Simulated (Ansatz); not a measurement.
# C2H6InS radical: one species, many methods

The task here is to estimate one member of a computed series from the others.

Program: Ansatz 0.2.0, Gaussian basis. Level of theory: functionals in def2-TZVPP, the program's frozen cores in correlated methods. These are calculated values, not measurements.

The runs, in order: LDA (SPW92), PBE-D4, revPBE-D4, BLYP-D4, r2SCAN-D4, B97M-V, PBE0-D4, B3LYP-D4, r2SCANh-D4, r2SCAN0-D4, HSE06-D4, BHLYP-D4, CAM-B3LYP-D4, LC-ωPBE, ωB97X-V, ωB97M-V, B2PLYP, PBE-QIDH; CCSD(T)/def2-SVP; MP2/def2-TZVPP; MP2/def2-QZVPP; RPA on PBE.

## Structure used throughout

An earlier PBE0-D4 in a triple-zeta def2 set relaxation fixed the geometry. In takes the def2 core potential; no spin-orbit term is included.

SMILES `[CH2][In]([CH3])[SH]`, 10 atoms, charge 0, spin multiplicity 2.

Atoms are counted from 1 here; the program's logs count them from 0.

Bond lengths: C1–In2 2.111 Å, C1–H5 1.087 Å, C1–H6 1.087 Å, In2–C3 2.140 Å, In2–S4 2.404 Å, C3–H7 1.091 Å, C3–H8 1.091 Å, C3–H9 1.090 Å, S4–H10 1.343 Å. Angles: In2–C1–H5 122.5°, In2–C1–H6 123.5°, H5–C1–H6 114.1°, C1–In2–C3 130.3°, C1–In2–S4 114.4°, C3–In2–S4 115.3°, In2–C3–H7 109.4°, In2–C3–H8 109.5°, In2–C3–H9 111.3°, H7–C3–H8 108.2°, H7–C3–H9 109.2°, H8–C3–H9 109.2°, In2–S4–H10 94.2°.

The first run:

Contents of in.yaml:

```yaml
crystal:
  periodic: [false, false, false]
  atoms:
    - {symbol: C, position_ang: [-1.458262, 1.292306, 0.733578]}
    - {symbol: In, position_ang: [-0.013790, 0.084485, -0.221173]}
    - {symbol: C, position_ang: [1.226527, -1.471330, 0.566229]}
    - {symbol: S, position_ang: [0.273135, 0.542079, -2.563684]}
    - {symbol: H, position_ang: [-2.022902, 2.055569, 0.204652]}
    - {symbol: H, position_ang: [-1.704668, 1.210657, 1.789077]}
    - {symbol: H, position_ang: [2.274784, -1.190606, 0.454020]}
    - {symbol: H, position_ang: [1.057985, -2.390634, 0.003819]}
    - {symbol: H, position_ang: [1.015332, -1.651263, 1.620012]}
    - {symbol: H, position_ang: [-0.648131, 1.518757, -2.586529]}
basis:
  gaussian: {orbitals: def2-TZVPP}
magnetization: {spin_polarized: true, initial_magnetization: 1}
hamiltonian: {xc: lda}
output: {orbitals: {seedname: orbitals}}
```

The run is started by

```
> ansatz run in.yaml --threads 4 --pin off --events-out ev --progress --plain --max-ram 10444MiB
```

Steps of the session up to this table: LDA; PBE-D4 (GGA); revPBE-D4 (GGA); BLYP-D4 (GGA); r2SCAN-D4 (meta-GGA); B97M-V (meta-GGA); B3LYP-D4 (hybrid); r2SCANh-D4 (hybrid); r2SCAN0-D4 (hybrid); HSE06-D4 (hybrid); BHLYP-D4 (hybrid); CAM-B3LYP-D4 (range-separated); LC-ωPBE (range-separated); ωB97X-V (range-separated); ωB97M-V (range-separated); B2PLYP (double hybrid); PBE-QIDH (double hybrid).

One table of the session follows, with a row left open; its other results are not shown here.

It belongs to the step «Frontier levels by functional». 

```
  functional  HOMO (eV)  LUMO (eV)  gap (eV)
 LDA (SPW92)      -5.68      -4.32      1.35
      PBE-D4      -5.63      -3.76      1.87
   revPBE-D4      -5.58      -3.60      1.98
     BLYP-D4      -5.40      -3.76      1.64
   r2SCAN-D4      -6.01      -3.21      2.79
      B97M-V      -5.84      -3.56      2.28
     PBE0-D4      -6.88      -2.65      4.23
    B3LYP-D4      -6.56      -3.07      3.49
  r2SCANh-D4      -6.46      -2.85      3.60
  r2SCAN0-D4      -7.13      -2.33      4.80
    HSE06-D4      -6.48      -3.03      3.44
    BHLYP-D4      -7.92      -1.75      6.17
CAM-B3LYP-D4          ?          ?         ?
     LC-ωPBE      -9.63      -0.36      9.27
     ωB97X-V      -9.13      -0.79      8.34
     ωB97M-V      -8.93      -1.00      7.93
```

Estimate the missing values for CAM-B3LYP-D4.

The run gave: HOMO (eV): -8.15; LUMO (eV): -1.75; gap (eV): 6.40. In the column «HOMO (eV)» it lies between ωB97M-V (-8.93) and BHLYP-D4 (-7.92).
